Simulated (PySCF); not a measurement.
# GdH6NO3 (Gd(OH)3(NH3)-): the cost of one run

Program: PySCF 2.14.0. Level of theory: PBE0, Gd lcecp-0-SVP with ECP54, O def2-SVP, H def2-SVP, N def2-SVP; scalar-relativistic core potentials, no spin–orbit coupling. These are calculated values, not measurements.

1 further run of the same task is left out (for a known fault of the program).

**1. The system as given**

11 atoms, charge -1, spin multiplicity 1.

Bond lengths: Gd1–O2 2.317 Å, Gd1–O4 2.317 Å, Gd1–O6 2.317 Å, Gd1–N8 2.692 Å, O2–H3 0.966 Å, O4–H5 0.966 Å, O6–H7 0.966 Å, N8–H9 1.020 Å, N8–H10 1.020 Å, N8–H11 1.020 Å. Angles: O2–Gd1–O4 109.5°, O2–Gd1–O6 109.5°, O2–Gd1–N8 109.5°, O4–Gd1–O6 109.5°, O4–Gd1–N8 109.5°, O6–Gd1–N8 109.5°, Gd1–O2–H3 158.7°, Gd1–O4–H5 158.7°, Gd1–O6–H7 158.7°, Gd1–N8–H9 113.0°, Gd1–N8–H10 113.0°, Gd1–N8–H11 113.0°, H9–N8–H10 105.8°, H9–N8–H11 105.8°, H10–N8–H11 105.8°.

As a file:

```xyz
11
GdH6NO3
Gd    0.00000    0.00000    0.00000
O     1.33750    1.33750    1.33750
H     1.85710    1.60960    2.10460
O    -1.33750   -1.33750    1.33750
H    -1.85710   -1.60960    2.10460
O     1.33750   -1.33750   -1.33750
H     1.85710   -2.10460   -1.60960
N    -1.55450    1.55450   -1.55450
H    -2.16770    2.16770   -1.01740
H    -1.01740    2.16770   -2.16770
H    -2.16770    1.01740   -2.16770
```

Formal oxidation states: Gd +2. Each metal's 8 4f electrons lie in its core potential, so multiplicities, spins and levels count the valence alone. For divalent La, Ce, Gd or Lu the extra electron is normally 5d or 6s, so this core forces an excited configuration.

**2. SCF at the start, singlet**

Contents of run.py (the lines that set the calculation):

```python
mol = gto.M(atom='''
Gd     0.00000     0.00000     0.00000
O      1.33750     1.33750     1.33750
H      1.85710     1.60960     2.10460
O     -1.33750    -1.33750     1.33750
H     -1.85710    -1.60960     2.10460
O      1.33750    -1.33750    -1.33750
H      1.85710    -2.10460    -1.60960
N     -1.55450     1.55450    -1.55450
H     -2.16770     2.16770    -1.01740
H     -1.01740     2.16770    -2.16770
H     -2.16770     1.01740    -2.16770''',
    basis={'Gd': 'lcecp-0-SVP', 'O': 'def2-SVP', 'H': 'def2-SVP', 'N': 'def2-SVP'},
    ecp={'Gd': 'lcecp-0-SVP'},
    charge=-1, spin=0)
mf = dft.RKS(mol, xc='PBE0')
mf.grids.atom_grid = (50, 194)  # f atoms: unpruned, at least (60, 302)
mf = mf.density_fit()  # fitting sets: Gd AutoAux, O def2-universal-JKFIT, H def2-universal-JKFIT, N def2-universal-JKFIT
mf.conv_tol = 1e-08; mf.max_cycle = 55
mf.kernel(dm0)  # dm0: free metal ions and neutral atoms
```

On the command line:

```console
$ OMP_NUM_THREADS=2 python run.py
```

**Question.** How long does this run take on 2 threads of Intel Xeon Platinum 8488C (Sapphire Rapids), shared host, and how much memory does it need?

About 5.3 s, with a peak of 0.72 GiB.
